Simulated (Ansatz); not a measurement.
# C3H9ClO3Zr: basis-set convergence

Aim: see how fast density functionals converge with the basis set for C3H9ClO3Zr.

The runs use Ansatz 0.2.0, Gaussian basis; one geometry, several basis sets.

The runs, in order: PBE0-D4/def2-SVP; ωB97M-V/def2-SVP; PBE0-D4/def2-QZVPP; ωB97M-V/def2-QZVPP; the functionals' def2-TZVPP values are taken from earlier runs.

1 further run of the same task is left out (for a known fault of the program).

## Step 1: Structure used throughout

The geometry comes from an earlier relaxation with PBE0-D4 in a triple-zeta def2 set; it is a stationary point, not always the lowest conformer. Zr takes the def2 core potential; no spin-orbit term is included.

SMILES `CC[O][Zr]([OH])([Cl])[O]C`, 17 atoms, charge 0, spin multiplicity 1.

Atoms are counted from 1 here; the program's logs count them from 0.

Bond lengths: C1–C2 1.512 Å, C1–H9 1.093 Å, C1–H10 1.093 Å, C1–H11 1.092 Å, C2–O3 1.395 Å, C2–H12 1.097 Å, C2–H13 1.097 Å, O3–Zr4 1.905 Å, Zr4–O5 1.918 Å, Zr4–Cl6 2.389 Å, Zr4–O7 1.906 Å, O5–H14 0.952 Å, O7–C8 1.389 Å, C8–H15 1.095 Å, C8–H16 1.095 Å, C8–H17 1.095 Å. Angles: C2–C1–H9 110.4°, C2–C1–H10 110.7°, C2–C1–H11 110.6°, H9–C1–H10 108.3°, H9–C1–H11 108.4°, H10–C1–H11 108.4°, C1–C2–O3 111.5°, C1–C2–H12 110.3°, C1–C2–H13 110.3°, O3–C2–H12 108.5°, O3–C2–H13 108.9°, H12–C2–H13 107.2°, C2–O3–Zr4 173.2°, O3–Zr4–O5 110.0°, O3–Zr4–Cl6 108.8°, O3–Zr4–O7 109.0°, O5–Zr4–Cl6 110.1°, O5–Zr4–O7 110.2° and more.

As a file:

```mol
C3H9ClO3Zr
  3D, bonds by distance, orders not assigned

 17 16  0  0  0  0  0  0  0  0999 V2000
    2.5453    1.1669    0.8381 C   0  0
    1.1138    1.4047    1.2639 C   0  0
    0.2124    0.9853    0.2849 O   0  0
   -0.8604    0.2624   -1.1137 Zr  0  0
    0.2527   -0.2885   -2.5749 O   0  0
   -2.4018    1.9350   -1.8433 Cl  0  0
   -1.8407   -1.2252   -0.4376 O   0  0
   -2.4727   -2.3270    0.1246 C   0  0
    3.2346    1.5073    1.6148 H   0  0
    2.7241    0.1035    0.6622 H   0  0
    2.7683    1.7103   -0.0828 H   0  0
    0.9472    2.4713    1.4566 H   0  0
    0.9003    0.8688    2.1970 H   0  0
    0.8232   -0.6843   -3.2258 H   0  0
   -2.1826   -2.4453    1.1738 H   0  0
   -3.5594   -2.2043    0.0778 H   0  0
   -2.2042   -3.2409   -0.4154 H   0  0
  1  2  8  0
  2  3  8  0
  3  4  8  0
  4  5  8  0
  4  6  8  0
  4  7  8  0
  7  8  8  0
  1  9  8  0
  1 10  8  0
  1 11  8  0
  2 12  8  0
  2 13  8  0
  5 14  8  0
  8 15  8  0
  8 16  8  0
  8 17  8  0
M  END
```

## Step 2: PBE0-D4 in def2-SVP

The input, in.yaml:

```yaml
crystal:
  periodic: [false, false, false]
  atoms:
    - {symbol: C, position_ang: [2.545307, 1.166888, 0.838094]}
    - {symbol: C, position_ang: [1.113777, 1.404700, 1.263875]}
    - {symbol: O, position_ang: [0.212357, 0.985252, 0.284950]}
    - {symbol: Zr, position_ang: [-0.860383, 0.262446, -1.113687]}
    - {symbol: O, position_ang: [0.252693, -0.288522, -2.574901]}
    - {symbol: Cl, position_ang: [-2.401794, 1.934953, -1.843341]}
    - {symbol: O, position_ang: [-1.840740, -1.225170, -0.437640]}
    - {symbol: C, position_ang: [-2.472730, -2.326978, 0.124559]}
    - {symbol: H, position_ang: [3.234620, 1.507339, 1.614817]}
    - {symbol: H, position_ang: [2.724092, 0.103518, 0.662151]}
    - {symbol: H, position_ang: [2.768258, 1.710277, -0.082797]}
    - {symbol: H, position_ang: [0.947236, 2.471313, 1.456581]}
    - {symbol: H, position_ang: [0.900299, 0.868816, 2.197029]}
    - {symbol: H, position_ang: [0.823154, -0.684334, -3.225816]}
    - {symbol: H, position_ang: [-2.182577, -2.445283, 1.173786]}
    - {symbol: H, position_ang: [-3.559381, -2.204287, 0.077770]}
    - {symbol: H, position_ang: [-2.204179, -3.240929, -0.415449]}
basis:
  gaussian: {orbitals: def2-SVP}
hamiltonian: {xc: pbe0, dispersion: d4}
output: {orbitals: {seedname: orbitals}}
```

The run is started by

```bash
$ ansatz run in.yaml --threads 2 --pin off --events-out ev --progress --plain --max-ram 22528MiB --backend cpu
```

The runs that follow: ωB97M-V in def2-SVP; PBE0-D4 in def2-QZVPP; ωB97M-V in def2-QZVPP.

**Question.** What will the summary of the whole plan be? Wanted: PBE0-D4: double and triple zeta above quadruple; ωB97M-V: double and triple zeta above quadruple.

The runs gave:

| quantity | value |
| --- | --- |
| PBE0-D4: double and triple zeta above quadruple | 16.42, 0.99 eV |
| ωB97M-V: double and triple zeta above quadruple | 16.72, 0.95 eV |

PBE0-D4 gains 15.44 eV from double to triple zeta, then 0.99 eV more. Total energies overstate the basis error of differences, where much of it tends to cancel. The LUMO of ωB97M-V is positive and keeps falling with the basis (1.11 to 0.55 eV): an unbound level that the basis holds in place.
